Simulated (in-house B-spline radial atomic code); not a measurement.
# Ga in a hard spherical wall

Aim: energy and levels of Ga squeezed by an impenetrable sphere of shrinking radius. More than one configuration is followed.

The numbers are computed with in-house B-spline radial atomic code version 1 (scalar-relativistic (spin-free one-electron X2C) PBE, spherical fractional occupations, Fermi nucleus, basis-set limit), except any that are marked as measured or tabulated.

### Step 1. The atom as given

* element: gallium (Z = 31)
* charge: 0
* electrons: 31
* configuration: [Ar] 3d10 4s2 4p1
* Hamiltonian: scalar-relativistic (X2C)
* nucleus: Fermi, rms radius 3.997 fm

Outer shells as boxes (Hund's rule):

[Ar] 3d10 4s2 4p1
```
[Ar] core
3d [↑↓][↑↓][↑↓][↑↓][↑↓]
4s [↑↓]
4p [↑ ][  ][  ]
```

The boxes only draw the filling; these runs are spin-restricted and spherical.

The run's settings:

```ini
Z = 31
electrons = 31.0
configuration = [Ar] 3d10 4s2 4p1
hamiltonian = x2c
method = pbe,pbe
spin_polarised = False
nucleus = fermi
rms_radius = 3.9973
mass_number = 69
atomic_mass = 68.925573528
speed_of_light = 137.035999084
```

From the earlier run of the reference: total energy -1943.619193 hartree. Levels, eight at most:

```tsv
orbital	occupation	energy (eV)	<r> (bohr)
1s	2	-10219.4	0.04823
2s	2	-1261.20	0.2176
2p	6	-1097.89	0.1906
3s	2	-148.01	0.6518
3p	6	-98.788	0.6792
3d	10	-19.157	0.8106
4s	2	-8.944	2.343
4p	1	-2.579	3.426
```

### Step 2. Wall at 5.5 bohr, configuration [Ar] 3d10 4s2 4p1

The run's settings:

```ini
Z = 31
electrons = 31.0
configuration = [Ar] 3d10 4s2 4p1
hamiltonian = x2c
method = pbe,pbe
spin_polarised = False
nucleus = fermi
rms_radius = 3.9973
mass_number = 69
atomic_mass = 68.925573528
speed_of_light = 137.035999084
wall_radius = 5.5
```

### Step 3. Wall at 3.49 bohr, configuration [Ar] 3d10 4s2 4p1

The settings differ from step 2 so:

```diff
@@ -11,2 +11,2 @@
 speed_of_light = 137.035999084
-wall_radius = 5.5
+wall_radius = 3.49
```

### Step 4. Wall at 2.12 bohr, configuration [Ar] 3d10 4s2 4p1

The settings differ from step 3 so:

```diff
@@ -11,2 +11,2 @@
 speed_of_light = 137.035999084
-wall_radius = 3.49
+wall_radius = 2.12
```

### Step 5. Wall at 5.5 bohr, configuration [Ar] 3d10 4s1 4p1 4f1

The run's settings:

```ini
Z = 31
electrons = 31.0
configuration = [Ar] 3d10 4s1 4p1 4f1
hamiltonian = x2c
method = pbe,pbe
spin_polarised = False
nucleus = fermi
rms_radius = 3.9973
mass_number = 69
atomic_mass = 68.925573528
speed_of_light = 137.035999084
wall_radius = 5.5
```

### Step 6. Wall at 3.49 bohr, configuration [Ar] 3d10 4s1 4p1 4f1

The settings differ from step 5 so:

```diff
@@ -11,2 +11,2 @@
 speed_of_light = 137.035999084
-wall_radius = 5.5
+wall_radius = 3.49
```

### Step 7. Wall at 2.12 bohr, configuration [Ar] 3d10 4s1 4p1 4f1

The settings differ from step 6 so:

```diff
@@ -11,2 +11,2 @@
 speed_of_light = 137.035999084
-wall_radius = 3.49
+wall_radius = 2.12
```

### Step 8. Wall at 5.5 bohr, configuration [Ne] 3s2 3p5 3d10 4s2 4p1 4d1

The run's settings:

```ini
Z = 31
electrons = 31.0
configuration = [Ne] 3s2 3p5 3d10 4s2 4p1 4d1
hamiltonian = x2c
method = pbe,pbe
spin_polarised = False
nucleus = fermi
rms_radius = 3.9973
mass_number = 69
atomic_mass = 68.925573528
speed_of_light = 137.035999084
wall_radius = 5.5
```

### Step 9. Wall at 3.49 bohr, configuration [Ne] 3s2 3p5 3d10 4s2 4p1 4d1

The settings differ from step 8 so:

```diff
@@ -11,2 +11,2 @@
 speed_of_light = 137.035999084
-wall_radius = 5.5
+wall_radius = 3.49
```

### Step 10. Wall at 2.12 bohr, configuration [Ne] 3s2 3p5 3d10 4s2 4p1 4d1

The settings differ from step 9 so:

```diff
@@ -11,2 +11,2 @@
 speed_of_light = 137.035999084
-wall_radius = 3.49
+wall_radius = 2.12
```

Q: What do the energy and the highest level do as the wall closes in, and which configuration is lower at each radius?

The runs gave:

| configuration | radius (bohr) | energy above the free system (eV) | highest level (eV) |
| --- | --- | --- | --- |
| [Ar] 3d10 4s2 4p1 | 5.5 | 1.578 | -0.409 (4p) |
| [Ar] 3d10 4s2 4p1 | 3.49 | 17.497 | 10.190 (4p) |
| [Ar] 3d10 4s2 4p1 | 2.12 | 162.38 | 67.330 (4p) |
| [Ar] 3d10 4s1 4p1 4f1 | 5.5 | 25.825 | 14.975 (4f) |
| [Ar] 3d10 4s1 4p1 4f1 | 3.49 | 59.246 | 40.922 (4f) |
| [Ar] 3d10 4s1 4p1 4f1 | 2.12 | 229.38 | 115.15 (4f) |
| [Ne] 3s2 3p5 3d10 4s2 4p1 4d1 | 5.5 | 112.34 | 6.973 (4d) |
| [Ne] 3s2 3p5 3d10 4s2 4p1 4d1 | 3.49 | 139.00 | 25.195 (4d) |
| [Ne] 3s2 3p5 3d10 4s2 4p1 4d1 | 2.12 | 330.57 | 98.257 (4d) |

For [Ar] 3d10 4s2 4p1 the energy above the free reference is 1.578 eV at 5.5 bohr and 162.38 eV at 2.12 bohr. Its highest level passes zero between 5.5 and 3.49 bohr; in smaller spheres the level is positive, pushed up by confinement, and the wall keeps the electron in. Of [Ar] 3d10 4s2 4p1 and [Ar] 3d10 4s1 4p1 4f1, the first stays lower at every radius that both share. At 2.12 bohr the lowest of all 3 is [Ar] 3d10 4s2 4p1. A hard wall is a crude model of an atom's surroundings.
